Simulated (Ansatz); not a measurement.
Write a Python script for the Ansatz DFT code, driven from Python that makes a ladder of methods at one geometry of CH4AlFS, SMILES [CH3][Al]([F])[SH]. Settings (for the species named): r2scan0, cc-pVDZ basis, multiplicity 1. The script varies functional: r2scan0, pbe, pbe0, blyp, lda, lc_wpbe.

Contents of `ch4alfs.xyz`:
```text
8

C    -0.13780    1.23420   -0.10240
Al    0.56670   -0.56480   -0.15150
F     2.30920   -0.81060    0.03890
S    -0.72780   -2.33190   -0.44340
H    -1.28380    1.22140   -0.27020
H     0.04260    1.76900    0.86080
H     0.28960    1.88150   -0.92800
H    -0.96650   -2.45590    0.94000
```

The script, `run_methods.py`:
```python
"""CH4AlFS at several levels of theory."""

from dataclasses import dataclass
from pathlib import Path

import ansatz as az
import numpy as np


@dataclass
class RunConfig:
    basis: str = "cc-pVDZ"


opts = RunConfig()

system = az.Crystal.molecule_from_extxyz("ch4alfs.xyz")

model = (
    system.calculation()
    .basis(gaussian=opts.basis)
    .accuracy("medium")
)

print("functional    E (Ha)        dipole (D)   HOMO (eV)  LUMO (eV)")
for name in ["r2scan0", "pbe", "pbe0", "blyp", "lda", "lc_wpbe"]:
    r = model.functional(name).forces().orbitals().run(threads=1, runs_dir="runs").report
    lines = Path(r["orbitals_path"]).read_text().splitlines()
    field_of = lambda key: [line.split("=")[1].strip() for line in lines if line.startswith(key)]
    orbitals = [(27.211386 * float(e), s, float(n)) for e, s, n in zip(field_of("Ene="), field_of("Spin="), field_of("Occup="))]
    homo = max(e for e, _, n in orbitals if n > 0.5)
    lumo = min(e for e, _, n in orbitals if n < 0.5)
    dipole = 4.803205 * np.linalg.norm(r["charge_distribution"]["dipole_moment_e_ang"])
    print(f"{name:10s} {r['free_energy_ev'] / 27.211386246:14.6f} {dipole:9.3f} {homo:11.3f} {lumo:10.3f}")
```

```console
$ python run_methods.py
functional    E (Ha)        dipole (D)   HOMO (eV)  LUMO (eV)
r2scan0       -780.948780     2.482      -7.696     -0.923
pbe           -780.626630     2.315      -6.181     -1.858
pbe0          -780.693846     2.446      -7.485     -1.091
blyp          -781.050526     2.236      -5.959     -1.720
lda           -777.626725     2.426      -6.265     -2.037
lc_wpbe       -780.811672     2.408     -10.242      1.035
```

Notes:
- These settings explore the input space; basis and method may be short of convergence.
- The geometry is a force-field or estimated start, not a minimum of this method, and the basis set is short of its limit. A lower total doesn't mark the better method: functionals have no common bound, and MP2 and coupled cluster aren't variational.
- Levels such as HOMO and LUMO are orbital energies: with these approximate functionals they aren't the ionisation energy and electron affinity, and their gap isn't the fundamental gap.
- For Al to Cl the sets with a tight d function, cc-pV(X+d)Z, are usual.
- It ran for 22 s on 1 thread of Arm Neoverse V1, with other jobs on the host, peak memory 0.24 GiB.
